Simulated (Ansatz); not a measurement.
# Cl₂H₂S₂Si: small, medium and large basis sets

Aim: see how fast density functionals converge with the basis set for Cl₂H₂S₂Si.

Computed with Ansatz 0.2.0, Gaussian basis. Level: one geometry, several basis sets.

Plan: PBE0-D4/def2-SVP; ωB97M-V/def2-SVP; PBE0-D4/def2-QZVPP; ωB97M-V/def2-QZVPP; the functionals' def2-TZVPP values are taken from earlier runs.

## (1) Structure used throughout

All runs share one geometry, relaxed beforehand with PBE0-D4 in a triple-zeta def2 set.

SMILES `S[Si](S)(Cl)Cl`, 7 atoms, charge 0, spin multiplicity 1.

Atoms are counted from 1 here; the program's logs count them from 0.

Bond lengths: S1–Si2 2.111 Å, S1–H6 1.344 Å, Si2–S3 2.111 Å, Si2–Cl4 2.045 Å, Si2–Cl5 2.045 Å, S3–H7 1.344 Å. Angles: Si2–S1–H6 93.5°, S1–Si2–S3 104.7°, S1–Si2–Cl4 113.6°, S1–Si2–Cl5 109.7°, S3–Si2–Cl4 109.7°, S3–Si2–Cl5 113.6°, Cl4–Si2–Cl5 105.7°, Si2–S3–H7 93.5°.

## (2) PBE0-D4 in def2-SVP

Input file in.yaml:

```yaml
crystal:
  periodic: [false, false, false]
  atoms:
    - {symbol: S, position_ang: [-1.568145, 0.438605, 1.202734]}
    - {symbol: Si, position_ang: [0.019370, 0.025112, -0.125642]}
    - {symbol: S, position_ang: [1.387351, -1.109540, 1.013206]}
    - {symbol: Cl, position_ang: [-0.551798, -1.036610, -1.777366]}
    - {symbol: Cl, position_ang: [0.800599, 1.776870, -0.834662]}
    - {symbol: H, position_ang: [-1.937957, 1.550395, 0.543512]}
    - {symbol: H, position_ang: [1.911880, -1.712831, -0.067681]}
basis:
  gaussian: {orbitals: def2-SVP}
hamiltonian: {xc: pbe0, dispersion: d4}
output: {orbitals: {seedname: orbitals}}
```

Command:

```console
$ ansatz run in.yaml --threads 4 --pin off --events-out ev --progress --plain --max-ram 10444MiB
```

After this run come: ωB97M-V in def2-SVP; PBE0-D4 in def2-QZVPP; ωB97M-V in def2-QZVPP.

Before running them: what should the planned runs give, taken together? Wanted: PBE0-D4: double and triple zeta above quadruple; ωB97M-V: double and triple zeta above quadruple.

The runs gave:

| quantity | value |
| --- | --- |
| PBE0-D4: double and triple zeta above quadruple | 20.79, 1.65 eV |
| ωB97M-V: double and triple zeta above quadruple | 20.53, 1.57 eV |

What this shows: PBE0-D4 gains 19.14 eV from double to triple zeta, then 1.65 eV more. Total energies overstate the basis error of differences, where much of it tends to cancel. The LUMO of ωB97M-V is positive and keeps falling with the basis (1.85 to 1.15 eV): an unbound level that the basis holds in place.
